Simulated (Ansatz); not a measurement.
# Ge: an axial (c/a) deformation path

The task here is to estimate one member of a computed series from the others.

Computed with Ansatz 0.2.0 (DFT r2SCAN, scalar-relativistic, plane waves, PAW, unless a step's input says otherwise).

1 further run of the same task is left out (set aside as unsound or not needed).

## The starting structure

The structure is orthorhombic, space group Fmmm (No. 69). The conventional cell has a = 5.198 Å, b = 5.723 Å, c = 10.103 Å, α = 90.00°, β = 90.00°, γ = 90.00°. Around Ge (site symmetry mm2) lie 6 Ge at 2.69 to 2.94 Å. Ge (site symmetry m2m) has 5 Ge at 2.58 to 2.69 Å in its first shell of neighbours.

As a file:

```cif
data_structure
_symmetry_space_group_name_H-M 'P 1'
_symmetry_Int_Tables_number 1
_cell_length_a 5.8059
_cell_length_b 5.6811
_cell_length_c 3.8659
_cell_angle_alpha 72.086
_cell_angle_beta 68.600
_cell_angle_gamma 39.314
_cell_volume 75.15
loop_
_atom_site_label
_atom_site_type_symbol
_atom_site_fract_x
_atom_site_fract_y
_atom_site_fract_z
_atom_site_occupancy
Ge1 Ge 0.78396 0.78396 0.21604 1
Ge2 Ge 0.21604 0.21604 0.78396 1
Ge3 Ge 0.27436 0.72564 0.27436 1
Ge4 Ge 0.72564 0.27436 0.72564 1
```

It goes back to an entry of the Materials Project, which need not be the stable form.

It is the result of an earlier relaxation at this level (volume 18.79 Å³/atom; gap on the mesh: none (metal)).

The first run:

Contents of input.yaml:

```yaml
crystal:
  lattice:
    - [0.0, 2.8617351499, 5.0516746196]
    - [2.5991374306, 0.0, 5.0516746196]
    - [2.5991374306, 2.8617351499, 0.0]
  atoms:
    - { symbol: Ge, position: [0.7839550467, 0.7839550467, 0.2160449533] }
    - { symbol: Ge, position: [0.2160449533, 0.2160449533, 0.7839550467] }
    - { symbol: Ge, position: [0.2743647727, 0.7256352273, 0.2743647727] }
    - { symbol: Ge, position: [0.7256352273, 0.2743647727, 0.7256352273] }
basis:
  ecutwfc: 500
kpoints:
  mp_grid: { grid: [14, 14, 14] }
hamiltonian:
  xc: r2scan
scf:
  occupations: { method: gaussian, width: 0.15 }
output:
  forces: true
  stress: true
  eigenvalues: true
```

Run with:

```
> ansatz run input.yaml --threads 1 --pin off --max-ram 2560MiB --backend cpu --events-out ev --progress --plain --runs-dir out
```

Steps of the session up to this table: Zero of the scan; Point ρ = 0.850; At ρ = 1.200; Point ρ = 0.920; At ρ = 1.100.

One of the session's tables, all rows but one given; the rest of the session is left out.

Collected from the runs (energy zero: the undisturbed cell):

```
    ρ  ΔE (meV/atom)  pressure (GPa)
0.850           78.4             1.5
0.920           24.7             0.2
1.000            0.0             0.0
1.100              ?               ?
1.200          113.5             3.7
```

**Question.** Estimate the row for ρ = 1.100.

Worked estimate for «ΔE (meV/atom)». A straight line through the neighbours (1.000, 0.0) and (1.200, 113.5) gives 0.0 + (113.5 − 0.0) × (1.100 − 1.000) / (1.200 − 1.000) = 56.8; a parabola fitted to 3 rows on both sides gives 25.5.

The run gave: ΔE (meV/atom): 32.8; pressure (GPa): 1.3. In «ΔE (meV/atom)» the line misses by +24.0 and the parabola by -7.3.
